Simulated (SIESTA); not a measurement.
## Lu under changes of volume

One of the cells (30.086 Å³/atom); the others are scaled copies at fixed shape and fractional positions:

```xyz
2
Lattice="3.5263 0.0000 0.0000 -1.7632 3.0539 0.0000 0.0000 0.0000 5.5877" Properties=species:S:1:pos:R:3 pbc="T T T"
Lu    1.7632    1.0180    4.1907
Lu    0.0000    2.0359    1.3969
```

- Program: SIESTA 5.4.2
- Functional: PBEsol
- Potentials or basis: PseudoDojo 0.4 standard (PBEsol files)
- Basis: DZP (energy shift 0.003 Ry; two zetas on semicore shells)
- Grid cutoff: 500 Ry
- Energy shift: 0.003 Ry
- k mesh: 9 × 9 × 5
- Occupations: fermi-dirac, width 0.05 eV
- Spin: no spin polarisation

```tsv
volume (Å³/atom)	energy over the lowest point (meV/atom)	pressure (GPa)
27.727	0.00	-0.8
28.317	8.39	-1.9
28.906	?	?
30.086	44.85	-4.6
30.676	63.20	-5.3
31.266	84.22	-6.1
```

What does the run at 28.906 Å³/atom give?

Energy over the lowest point 17.22 meV/atom; pressure -2.8 GPa.

Worked out: A Birch-Murnaghan fit of order 3 (a polynomial in V^(-2/3)) to the other rows has no minimum within the range. It gives 18.17 meV/atom at 28.906 Å³/atom, against the run's 17.22, and -dE/dV = -3.0 GPa, against -2.8.

Energies are extrapolated to zero smearing.

Caveats: the basis of atomic orbitals isn't converged, which shifts pressures, moduli and gaps.
